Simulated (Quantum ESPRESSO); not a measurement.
Crystal: BiTe.

```
Bi Te
1.0
     2.42271    1.39875    3.31729
    -2.42271    1.39875    3.31729
     0.00000   -2.79750    3.31729
Bi Te
1 1
Cartesian
  0.0000 0.0000 4.9759
  0.0000 0.0000 0.0000
```

The cell comes from a database or a generator and needn't be the stable form of this composition.

* Program: Quantum ESPRESSO 7.5
* Task: single point
* Functional: PBE
* Potentials or basis: SSSP 1.3 efficiency PBE
* Cutoff: 748 eV
* Density cutoff: 5987 eV
* k mesh: 7 × 7 × 7
* Occupations: fermi-dirac, width 0.05 eV
* Spin: no spin polarisation

On this cell: pressure -0.1 GPa; largest force under 0.003 eV/Å; band gap on the k mesh none (metal or under the smearing width).

The same run follows on a disturbed copy (atoms moved at random, drawn with an rms of 0.05 Å):

```
CELL_PARAMETERS angstrom
2.42271 1.39875 3.31729
-2.42271 1.39875 3.31729
0.00000 -2.79750 3.31729
ATOMIC_POSITIONS crystal
Bi 0.50449 0.49986 0.49761
Te 0.99451 0.00737 0.00473
```

Question: What changes?

Answer: The energy (extrapolated to zero smearing) moves by +1.1 meV/atom; pressure 0.0 GPa; largest force 0.094 eV/Å; band gap on the k mesh none (metal or under the smearing width).

Forces on the atoms (eV/Å):
```
Bi  -0.081 -0.045  0.014
Te   0.081  0.045 -0.014
```

Caveats: spin-orbit coupling is left out, which moves the levels of the heavy elements.
